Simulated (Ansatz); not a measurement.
# H6O4Si: the cost of one run

Method: RHF/6-31G*, in Ansatz 0.2.0.

### Step 1. The starting structure

Bond lengths: Si1–O3 1.680 Å, O3–H4 1.010 Å, Si1–O5 1.679 Å, O5–H6 1.010 Å, Si1–O7 1.679 Å, O7–H8 1.010 Å, Si1–O9 1.980 Å, O9–H10 1.010 Å. Angles: Si1–O3–H4 109.5°, O3–Si1–O5 109.5°, O3–Si1–O7 109.5°, O3–Si1–O9 67.1°, O5–Si1–O7 109.5°, O5–Si1–O9 72.9°, O7–Si1–O9 176.5°, Si1–O5–H6 109.5°, Si1–O7–H8 109.5°, Si1–O9–H10 109.5°.

Coordinates:

```xyz
11

Si    0.0000    0.0000    0.0000
H     0.0000    0.0000    1.8100
O     1.5842    0.0000   -0.5594
H     1.9006   -0.9521   -0.6761
O    -0.7913    1.3709   -0.5594
H    -1.7491    1.1401   -0.7818
O    -0.7913   -1.3709   -0.5594
H    -1.2459   -1.8365    0.2129
O     1.0384    1.5660    0.6243
H     1.8153    1.2522    1.1883
H     0.5308    0.8005    1.7351
```

### Step 2. Pulling towards end A

Springs on the bonds that form and break draw the guess towards this end; the thresholds are loose.

File input.yaml:

```yaml
crystal:
  periodic: [false, false, false]
  atoms:
    - { symbol: Si, position_ang: [0.0, 0.0, 0.0] }
    - { symbol: H, position_ang: [0.0, 0.0, 1.81] }
    - { symbol: O, position_ang: [1.5842, 0.0, -0.5594] }
    - { symbol: H, position_ang: [1.9006, -0.9521, -0.6761] }
    - { symbol: O, position_ang: [-0.7913, 1.3709, -0.5594] }
    - { symbol: H, position_ang: [-1.7491, 1.1401, -0.7818] }
    - { symbol: O, position_ang: [-0.7913, -1.3709, -0.5594] }
    - { symbol: H, position_ang: [-1.2459, -1.8365, 0.2129] }
    - { symbol: O, position_ang: [1.0384, 1.566, 0.6243] }
    - { symbol: H, position_ang: [1.8153, 1.2522, 1.1883] }
    - { symbol: H, position_ang: [0.5308, 0.8005, 1.7351] }
basis:
  gaussian: { orbitals: "6-31G*" }
hamiltonian:
  xc: hf
relax:
  f_tol: 0.15
  max_steps: 25
  restrain:
    - { distance: [0, 8], at: 2.88, k: 30.0 }
    - { distance: [10, 1], at: 1.86, k: 30.0 }
    - { distance: [0, 1], at: 1.46, k: 30.0 }
    - { distance: [10, 8], at: 1.01, k: 30.0 }
```

Started as:

```bash
$ ansatz run input.yaml --threads 1 --pin off --max-ram 2048MiB --backend cpu --events-out ev --progress --plain --runs-dir out
```

What time and memory should one allow on 1 thread of Intel Xeon 6975P-C (Granite Rapids), shared host?

About 18 s, with a peak of 0.18 GiB.
